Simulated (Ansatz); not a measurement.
# CH5NSSi: two geometries relaxed

Are the two ends of the shift of H8 from Si3 to C2 separate minima, and which lies lower? Each is relaxed from a guess. SMILES of the start: NC([SiH3])=S.

Program: Ansatz 0.2.0. Level of theory: RKS PBE0/def2-SVP. These are calculated values, not measurements.

## Step 1: The starting structure

Bond lengths: N1–C2 1.325 Å, C2–Si3 1.871 Å, C2–S4 1.670 Å, N1–H5 1.065 Å, N1–H6 1.040 Å, Si3–H7 1.543 Å, Si3–H8 1.428 Å, Si3–H9 1.542 Å. Angles: N1–C2–Si3 121.0°, N1–C2–S4 120.5°, Si3–C2–S4 118.4°, C2–N1–H5 119.6°, C2–N1–H6 127.4°, H5–N1–H6 112.6°, C2–Si3–H7 111.5°, C2–Si3–H8 114.2°, C2–Si3–H9 109.9°, H7–Si3–H8 108.5°, H7–Si3–H9 104.2°, H8–Si3–H9 107.9°.

Structure file:

```xyz
9

N    -0.2019    1.3773   -0.6283
C    -0.0253    0.0669   -0.7103
Si    0.1264   -0.9823    0.8317
S     0.1772   -0.6689   -2.1956
H    -0.3397    1.9468   -1.5172
H    -0.3349    1.9440    0.2334
H     1.5252   -1.6238    0.9451
H    -0.8553   -2.0139    0.9381
H     0.0169   -0.0925    2.0860
```

## Step 2: End point A

input.yaml

```yaml
crystal:
  periodic: [false, false, false]
  atoms:
    - { symbol: "N", position_ang: [-0.2019, 1.3773, -0.6283] }
    - { symbol: C, position_ang: [-0.0253, 0.0669, -0.7103] }
    - { symbol: Si, position_ang: [0.1264, -0.9823, 0.8317] }
    - { symbol: S, position_ang: [0.1772, -0.6689, -2.1956] }
    - { symbol: H, position_ang: [-0.3397, 1.9468, -1.5172] }
    - { symbol: H, position_ang: [-0.3349, 1.944, 0.2334] }
    - { symbol: H, position_ang: [1.5252, -1.6238, 0.9451] }
    - { symbol: H, position_ang: [-0.8553, -2.0139, 0.9381] }
    - { symbol: H, position_ang: [0.0169, -0.0925, 2.086] }
basis:
  gaussian: { orbitals: def2-SVP }
hamiltonian:
  xc: pbe0
relax:
  f_tol: 0.02
  max_steps: 50
output:
  orbitals: {}
```

Started as:

```sh
$ ansatz run input.yaml --threads 2 --pin off --max-ram 3072MiB --backend cpu --events-out ev --progress --plain --runs-dir out
```

Standard output, shortened:

```text
Warning: RAYON_NUM_THREADS=2 ignored (pool sized by the plan → 2); use --threads N
[...]
Functional definition: PBE0
[...]
954 factors; integrals over basis functions are off by at most 3.7e-4 eV
[...]
mean field -21303.06107314 eV, -782.8730547044 hartree, gradient 8.5e-5 eV, S^2 0.000000; 0 other end points of the search recorded, 0 dependent functions left out
[...]
reference -21303.06109786 eV, -782.8730556131 hartree; 24, 24 occupied and 65, 65 virtual orbitals, 954 factors
relax step   1: F+E_penalty+E_count = -21303.06107314 eV  Δ(F+E_penalty+E_count) = +0.000e0 eV  max|allowed force component| = 2.793e0 eV/Å  Δτ_max = 0.0000 Å  (25 SCF iters, accepted)
[...]
relax step   5: F+E_penalty+E_count = -21303.29571967 eV  Δ(F+E_penalty+E_count) = -1.827e-3 eV  max|allowed force component| = 3.930e-2 eV/Å  Δτ_max = 0.0093 Å  (25 SCF iters, accepted)
[...]
relax step   6: F+E_penalty+E_count = -21303.29585390 eV  Δ(F+E_penalty+E_count) = -1.342e-4 eV  max|allowed force component| = 1.144e-2 eV/Å  Δτ_max = 0.0038 Å  (25 SCF iters, accepted)
954 factors; integrals over basis functions are off by at most 4.5e-4 eV
[...]
mean field -21303.29585390 eV, -782.8816827382 hartree, gradient 8.2e-6 eV, S^2 0.000000; 1 other end points of the search recorded, 0 dependent functions left out
[...]
reference -21303.29587834 eV, -782.8816836365 hartree; 24, 24 occupied and 65, 65 virtual orbitals, 954 factors
Total energy: -21303.29587834 eV, -782.8816836365 hartree
Atom 0 at    -0.230221     1.400376    -0.636549 Å, force    -0.000131    -0.000277     0.005172 eV/Å
Atom 1 at     0.000042     0.084474    -0.719035 Å, force     0.001376    -0.006789    -0.011438 eV/Å
Atom 2 at     0.167765    -0.952637     0.867597 Å, force     0.001117    -0.004479    -0.004839 eV/Å
Atom 3 at     0.156849    -0.741494    -2.138491 Å, force    -0.000083     0.001208     0.009510 eV/Å
Atom 4 at    -0.317044     1.942088    -1.492110 Å, force    -0.000631     0.002941     0.002821 eV/Å
Atom 5 at    -0.321101     1.874772     0.252965 Å, force    -0.000923     0.005012    -0.004209 eV/Å
Atom 6 at     1.522312    -1.568699     0.893675 Å, force     0.001936     0.000176     0.000090 eV/Å
Atom 7 at    -0.892173    -1.997300     0.869218 Å, force    -0.002308    -0.000388     0.000169 eV/Å
Atom 8 at     0.002170    -0.087980     2.085628 Å, force    -0.000352     0.002596     0.002725 eV/Å
Dipole moment:    -0.116283     0.641952     0.474899 e Å
```

It took 19 s on 2 threads of Intel Xeon Platinum 8259CL at 2.50GHz (Skylake/Cascade Lake), shared host; peak memory 0.2 GiB.

Relaxation path:

| step | energy from step 1 (eV) | largest force component (eV/Å) |
| --- | --- | --- |
| 1 | 0.0000 | 2.7935 |
| 2 | -0.1852 | 1.0223 |
| 3 | -0.2197 | 0.5370 |
| 4 | -0.2328 | 0.3117 |
| 5 | -0.2346 | 0.0393 |
| 6 | -0.2348 | 0.0114 |

Step 1 is the start.

After: Bond lengths: N1–C2 1.338 Å, C2–Si3 1.903 Å, C2–S4 1.650 Å, N1–H5 1.016 Å, N1–H6 1.012 Å, Si3–H7 1.488 Å, Si3–H8 1.488 Å, Si3–H9 1.503 Å. Angles: N1–C2–Si3 120.0°, N1–C2–S4 124.2°, Si3–C2–S4 115.9°, C2–N1–H5 119.1°, C2–N1–H6 122.0°, H5–N1–H6 118.8°, C2–Si3–H7 108.7°, C2–Si3–H8 108.7°, C2–Si3–H9 110.6°, H7–Si3–H8 111.0°, H7–Si3–H9 108.9°, H8–Si3–H9 108.9°.

## Step 3: Relaxing end B

The second end starts from a geometry with the move made by hand.

input.yaml: that of step 2 with these lines changed.

```diff
@@ -10,3 +10,3 @@
     - { symbol: H, position_ang: [1.5252, -1.6238, 0.9451] }
-    - { symbol: H, position_ang: [-0.8553, -2.0139, 0.9381] }
+    - { symbol: H, position_ang: [-1.05302, -0.11501, -0.39596] }
     - { symbol: H, position_ang: [0.0169, -0.0925, 2.086] }
@@ -19,3 +19 @@
   max_steps: 50
-output:
-  orbitals: {}
```

Started as:

```sh
$ ansatz run input.yaml --threads 2 --pin off --max-ram 3072MiB --backend cpu --events-out ev --progress --plain --runs-dir out
```

Standard output, shortened:

```text
Warning: RAYON_NUM_THREADS=2 ignored (pool sized by the plan → 2); use --threads N
[...]
Functional definition: PBE0
[...]
951 factors; integrals over basis functions are off by at most 3.2e-4 eV
[...]
mean field -21298.83313120 eV, -782.7176807041 hartree, gradient 2.4e-5 eV, S^2 0.000000; 0 other end points of the search recorded, 0 dependent functions left out
[...]
reference -21298.83315549 eV, -782.7176815966 hartree; 24, 24 occupied and 65, 65 virtual orbitals, 951 factors
relax step   1: F+E_penalty+E_count = -21298.83313120 eV  Δ(F+E_penalty+E_count) = +0.000e0 eV  max|allowed force component| = 6.500e0 eV/Å  Δτ_max = 0.0000 Å  (31 SCF iters, accepted)
[...]
relax step   4: F+E_penalty+E_count = -21301.01989193 eV  Δ(F+E_penalty+E_count) = -6.190e-1 eV  max|allowed force component| = 1.984e0 eV/Å  Δτ_max = 0.1946 Å  (32 SCF iters, accepted)
[...]
Total energy: -21303.29581947 eV, -782.8816814729 hartree
Atom 0 at    -0.063889     1.649505    -0.741662 Å, force     0.000162    -0.017334    -0.003132 eV/Å
Atom 1 at     0.042844     0.320269    -0.862239 Å, force     0.003674     0.015334    -0.004081 eV/Å
Atom 2 at    -0.014841    -0.781745     0.688005 Å, force    -0.005512    -0.016509     0.003884 eV/Å
Atom 3 at     0.227779    -0.469516    -2.298687 Å, force    -0.003033     0.006739     0.007034 eV/Å
Atom 4 at    -0.031294     2.227647    -1.577047 Å, force    -0.001066    -0.006430     0.003067 eV/Å
Atom 5 at    -0.177288     2.099388     0.157936 Å, force     0.001541     0.002440    -0.002021 eV/Å
Atom 6 at     1.260492    -1.544653     0.779247 Å, force    -0.009248     0.008218     0.000547 eV/Å
Atom 7 at    -1.179456    -1.703367     0.576229 Å, force     0.012637     0.011454    -0.000076 eV/Å
Atom 8 at    -0.173467     0.054962     1.927057 Å, force     0.000844    -0.003913    -0.005221 eV/Å
Dipole moment:    -0.089427     0.634155     0.490191 e Å
```

Wall time 38 s (2 threads of Intel Xeon Platinum 8259CL at 2.50GHz (Skylake/Cascade Lake), shared host); peak memory 0.2 GiB.

Step by step:

| step | energy from step 1 (eV) | largest force component (eV/Å) |
| --- | --- | --- |
| 1 | 0.0000 | 6.4999 |
| 2 | -0.9814 | 2.1218 |
| 3 | -1.5677 | 1.9510 |
| 4 | -2.1868 | 1.9841 |
| 5 | -2.9392 | 2.0535 |
| 6 | -3.5483 | 1.6708 |
| 7 | -3.9529 | 1.1645 |
| 8 | -4.2130 | 0.7822 |
| 9 | -4.3734 | 0.5120 |
| 10 | -4.4485 | 0.1310 |
| 11 | -4.4602 | 0.0320 |
| 12 | -4.4611 | 0.0631 |
| 13 | -4.4625 | 0.0080 |
| 14 | -4.4627 | 0.0173 |

Step 1 is the start.

After: Bond lengths: N1–C2 1.339 Å, C2–Si3 1.903 Å, C2–S4 1.650 Å, N1–H5 1.016 Å, N1–H6 1.012 Å, Si3–H7 1.489 Å, Si3–H8 1.489 Å, Si3–H9 1.503 Å. Angles: N1–C2–Si3 119.9°, N1–C2–S4 124.2°, Si3–C2–S4 115.8°, C2–N1–H5 119.2°, C2–N1–H6 122.0°, H5–N1–H6 118.8°, C2–Si3–H7 108.7°, C2–Si3–H8 108.7°, C2–Si3–H9 110.6°, H7–Si3–H8 110.9°, H7–Si3–H9 109.0°, H8–Si3–H9 108.9°.

Pairs that crossed the distance rule for bonds on the way: came closer Si3–H8; moved apart C2–H8.

## Step 4: Results

| quantity | value |
| --- | --- |
| end A | 5 moves, 0.235 eV lower |
| end B | 13 moves, 4.463 eV lower |
| largest difference between the ends | 0.01 Å |
| end B relative to end A | +0.000 eV |

**Reading.** Both starts fell into the same minimum (no atom differs by more than 0.01 Å), so from this start no second minimum was found and no band was run; another arrangement could still be one.
